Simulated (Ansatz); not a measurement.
# LiSi: the cost of one run

Program: Ansatz 0.2.0, driven from Python. The levels of theory stand in the script. These are calculated values, not measurements.

### Step 1. The structure

It takes space group Fd-3m (No. 227, cubic). The conventional cell has a = 6.221 Å, b = 6.221 Å, c = 6.221 Å, α = 90.00°, β = 90.00°, γ = 90.00°. Li (site symmetry -43m) has 4 Li at 2.69 Å and 4 Si at 2.69 Å as nearest neighbours. Si (site symmetry -43m) is surrounded by 4 Li at 2.69 Å and 4 Si at 2.69 Å.

The script reads lisi.cif:

```cif
data_LiSi
_cell_length_a 4.399060
_cell_length_b 4.399060
_cell_length_c 4.399060
_cell_angle_alpha 60.00000
_cell_angle_beta 60.00000
_cell_angle_gamma 60.00000
_symmetry_space_group_name_H-M 'P 1'
_symmetry_Int_Tables_number 1
loop_
_symmetry_equiv_pos_as_xyz
'x, y, z'
loop_
_atom_site_label
_atom_site_type_symbol
_atom_site_fract_x
_atom_site_fract_y
_atom_site_fract_z
Li1 Li    0.500000    0.500000    0.500000
Li2 Li    0.750000    0.750000    0.750000
Si3 Si    0.250000    0.250000    0.250000
Si4 Si    0.000000    0.000000    0.000000
```

### Step 2. Script

lisi_paw_lapw.py reads:

```python
"""Checking the PAW result for LiSi with LAPW."""

import ansatz as az
from ase.io import read
import numpy as np

config = {
    "sigma": 0.1,
    "kmesh": (7, 7, 7),
    "xc": "pbesol",
}


def count_gap(report):
    # lowest empty less highest filled band, counting bands; zero where they overlap
    return max(report.get("gap_by_band_count_ev") or 0.0, 0.0)

atoms = read("lisi.cif")
xtal = az.Crystal.from_ase(atoms)

setup = (
    xtal.calculation()
    .occupations(az.OccupationsMethod.FERMI_DIRAC, width=config["sigma"])
    .kpoints(*config["kmesh"])
    .functional(config["xc"])
    .stress()
    .forces()
    .band_table()
)
variants = {
    "PAW": setup.pseudopotentials("paw"),
    "LAPW": setup.pseudopotentials("all_electron", lapw=True),
}
# totals differ by the cores that each treatment holds, so compare what does not depend on them
rows = []
for label, variant in variants.items():
    r = variant.run(threads=1).report
    levels = np.array(r["eigenvalues_ev"][0]) - r["fermi_energy_ev"]
    print(label, "levels at the first k-point near E_F:", np.round(levels[np.abs(levels) < 5], 3))
    rows.append((label, r["n_electrons"], np.trace(r["stress_gpa"]) / 3, count_gap(r)))
for row in rows:
    print("; ".join(f"{name} = {round(v, 4) if isinstance(v, float) else v}" for name, v in zip(["treatment", "electrons in bands", "P GPa", "gap by band count eV"], row)))
```

### Step 3. What the engine is handed

The engine receives this input (first run):

```yaml
crystal:
  lattice:
    - [4.39906, 0.0, 0.0]
    - [2.1995300000000007, 3.809697712771973, 0.0]
    - [2.1995300000000007, 1.269899237590658, 3.5918174492959225]
  atoms:
    - { symbol: Li, position: [0.5000000000000001, 0.5, 0.5] }
    - { symbol: Li, position: [0.7500000000000001, 0.7499999999999999, 0.75] }
    - { symbol: Si, position: [0.25000000000000006, 0.25, 0.25] }
    - { symbol: Si, position: [0.0, 0.0, 0.0] }
kpoints:
  mp_grid:
    grid: [7, 7, 7]
hamiltonian:
  xc: pbesol
  pseudopotentials:
    kind: paw
scf:
  occupations:
    method: fermi_dirac
    width: 0.1
output:
  forces: true
  stress: true
  eigenvalues: true
```

### Step 4. The run

Run with:

```
> python lisi_paw_lapw.py
```

**Question.** How long does this script take on 1 thread of Arm Neoverse V1, shared host, and how much memory does it need?

About 6.1 s, with a peak of 0.45 GiB.
